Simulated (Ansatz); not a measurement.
**Sodium, hcp: r²SCAN0 at the r²SCAN geometry**

Aim: see what exact exchange does to the levels, and what it costs. Spin polarisation is left out. The geometry was relaxed under r²SCAN beforehand and is kept. Exact exchange is dear, so the k-mesh is coarse, and r²SCAN is run on the same mesh for comparison.

Method: DFT, plane waves (500 eV) with PBE-made PAW files, scalar-relativistic; functionals as named at each step, in Ansatz 0.2.0.

## (1) The system as given

It takes space group P6_3/mmc (No. 194, hexagonal). The conventional cell has a = 3.764 Å, b = 3.764 Å, c = 6.147 Å, α = 90.00°, β = 90.00°, γ = 120.00°. Around Na (site symmetry -6m2) lie 12 Na at 3.76 Å.

Structure file:

```cif
data_structure
_symmetry_space_group_name_H-M 'P6_3/mmc'
_symmetry_Int_Tables_number 194
_cell_length_a 3.7640
_cell_length_b 3.7640
_cell_length_c 6.1467
_cell_angle_alpha 90.000
_cell_angle_beta 90.000
_cell_angle_gamma 120.000
_cell_volume 75.42
loop_
_atom_site_label
_atom_site_type_symbol
_atom_site_symmetry_multiplicity
_atom_site_Wyckoff_symbol
_atom_site_fract_x
_atom_site_fract_y
_atom_site_fract_z
_atom_site_occupancy
Na1 Na 2 c 0.33333 0.66667 0.25000 1
```

## (2) r²SCAN, coarse mesh

The run with r²SCAN.

File input.yaml:

```yaml
crystal:
  lattice:
    - [3.7640418302, 0.0, 0.0]
    - [-1.8820209151, 3.2597558458, 0.0]
    - [0.0, 0.0, 6.1466803087]
  atoms:
    - { symbol: Na, position: [0.3333333333, 0.6666666667, 0.25] }
    - { symbol: Na, position: [0.6666666667, 0.3333333333, 0.75] }
hamiltonian:
  xc: r2scan
  pseudopotentials:
    kind: paw
    azcp:
      Na: "pseudopotentials/Na.paw.azcp"
basis:
  ecutwfc: 500
  fft_grid_basis: typed
kpoints:
  mp_grid: { grid: [5, 5, 3], shift: [0, 0, 0] }
magnetization:
  spin_polarized: false
scf:
  occupations: { method: fermi_dirac, width: 0.1 }
```

Launch:

```bash
ansatz run input.yaml --threads 4 --pin off --max-ram 8192MiB --backend cpu --events-out ev --progress --plain --runs-dir out
```

The program printed, cut to the lines that bear on the results:

```text
Warning: RAYON_NUM_THREADS=4 ignored (pool sized by the plan → 4); use --threads N
[...]
Pseudopotentials: kind: paw
Pseudopotential: Na, paw, valence charge 9, recommended cutoff 500 eV (meta_gga), <dir>
Functional definition: r2SCAN
[...]
Crystal: 2 atoms, lattice volume = 75.419 Å³
Basis set: ecut = 500 eV, 1919 PW (Γ), exchange–correlation on 120×120×180 points (64 copies of the dense FFT grid, shifted against one another)
Bands: 13, of which v1, the nominal top of the filled ones, is band 9 counted from 1 (8 counted from 0)
Symmetry: 24 space group operations
Space group: P63/mmc (ITA 194), of the structure as read, at distance tolerance 4.2e-5 Å
k-points: 10 of 75
[...]
SCF iter   1: F=—  HF=-2977.318450 eV  |F-HF|=—  |Δ(HF+E_count)|=         —  Δρ=7.13e-3  dr2=1.71e-2  dr2_τ=2.34e-4  ethr=1.77e-3  ⟨swp⟩=4.3  Hψ=681  notcnv=0
[...]
SCF iter   6: F=-2977.309067 eV  HF=-2977.309067 eV  |F-HF|=1.05e-11  |Δ(HF+E_count)|=   3.43e-9  Δρ=1.97e-7  dr2=1.41e-11  dr2_τ=2.68e-12  ethr=7.72e-12  ⟨swp⟩=1.0  Hψ=394  notcnv=0
[...]
SCF converged after 6 iterations
Free energy (F): -2977.309067 eV
[...]
E sigma→0 (E₀):  -2977.297937 eV
Entropy (-TS):   -0.022260 eV (-11.130 meV/atom)
Fermi energy:    1.857059 eV
[...]
```

Wall time 0.74 s (4 threads of Arm Neoverse V1, shared host); peak memory 0.39 GiB.

## (3) r²SCAN0, coarse mesh

The run with r²SCAN0.

input.yaml: that of step 2 with these lines changed.

```diff
@@ -9,3 +9,3 @@
 hamiltonian:
-  xc: r2scan
+  xc: r2scan0
   pseudopotentials:
```

Launch:

```bash
ansatz run input.yaml --threads 4 --pin off --max-ram 8192MiB --backend cpu --events-out ev --progress --plain --runs-dir out
```

The program printed, cut to the lines that bear on the results:

```text
Warning: RAYON_NUM_THREADS=4 ignored (pool sized by the plan → 4); use --threads N
[...]
[... 2 set-up lines as earlier in the session ...]
Functional definition: r2SCAN0
[...]
Crystal: 2 atoms, lattice volume = 75.419 Å³
Basis set: ecut = 500 eV, 1919 PW (Γ), exchange–correlation on 120×120×180 points (64 copies of the dense FFT grid, shifted against one another)
Bands: 13, of which v1, the nominal top of the filled ones, is band 9 counted from 1 (8 counted from 0)
[... 2 set-up lines as earlier in the session ...]
k-points: 10 of 75
[...]
SCF iter   1: F=—  HF=-2977.317838 eV  |F-HF|=—  |Δ(HF+E_count)|=         —  Δρ=7.08e-3  dr2=1.68e-2  dr2_τ=2.20e-4  ethr=1.77e-3  ⟨swp⟩=12.2  Hψ=656  notcnv=0
[...]
Frozen-core exchange: fock
[...]
hybrid outer 2: dexx = +9.833e-8 eV, tail = 1.93e-7 eV, Δε = 7.81e-4 eV (about 1.64e-4 eV left of the loop's levels)
hybrid SCF converged: 2 outer / 8 inner (+6 warm-up), last move |dexx| = 9.83e-8 eV, tail = 1.93e-7 eV
Stability not checked: this state was not tested for a lower state beside it, because the functional holds exact exchange (a hybrid, or Hartree-Fock), whose exchange loop this test does not read (fock_operator; see scf.lower_state_search)
Free energy (F): -2976.779023 eV
Frozen-core exchange: fock
[...]
E sigma→0 (E₀):  -2976.768713 eV
Entropy (-TS):   -0.020620 eV (-10.310 meV/atom)
Fermi energy:    1.968722 eV
[...]
--- Band table (eV; the first three rows and the last of 10) ---
  k-point 0: bands = ["-58.1704", "-58.1689", "-27.3470", "-27.3196", "-27.3196", "-27.3157", "-27.3157", "-27.3157", "-2.6862", "2.5300", "3.1872"]
[...]
  guard bands above this table: 2 of the run's 13 bands. The solve was not asked for them (output.publish_guard_bands: true or output.eigenvalues: true publishes all)
```

Run time: 5.9 s. Hardware: 4 threads of Arm Neoverse V1, shared host; peak memory 1.1 GiB.

## (4) Side by side

```csv
functional,gap on the mesh,Fermi energy (eV),SCF cycles,exchange loops,CPU time
r²SCAN,none (levels filled in part),1.857,6,-,2.3 s
r²SCAN0,none (levels filled in part),1.969,14,2,20 s
```

## (5) Results

| quantity | value |
| --- | --- |
| r²SCAN: gap | none (levels filled in part) |
| r²SCAN0: gap | none (levels filled in part) |
| r²SCAN0: SCF cycles, exchange loops | 14, 2 |
| r²SCAN0: CPU time over that of r²SCAN | 8.4 |
| r²SCAN0: relative to bcc | -31 meV/atom |

Both r²SCAN and r²SCAN0 leave levels filled in part. The hybrid took 8.4 times as much CPU time as r²SCAN on the same settings. r²SCAN0 needed 2 outer loops of the exchange operator. To compare with dense-mesh energies, the change of r²SCAN from this mesh and smearing to its dense run (+34.1 meV/atom, from a run not shown) is added. Under r²SCAN0 it lies 31 meV/atom below bcc (computed apart in the same way); on such meshes a few tens of meV are uncertain for metals. Absolute energies differ from functional to functional, by eV per atom at times, and say nothing by themselves.
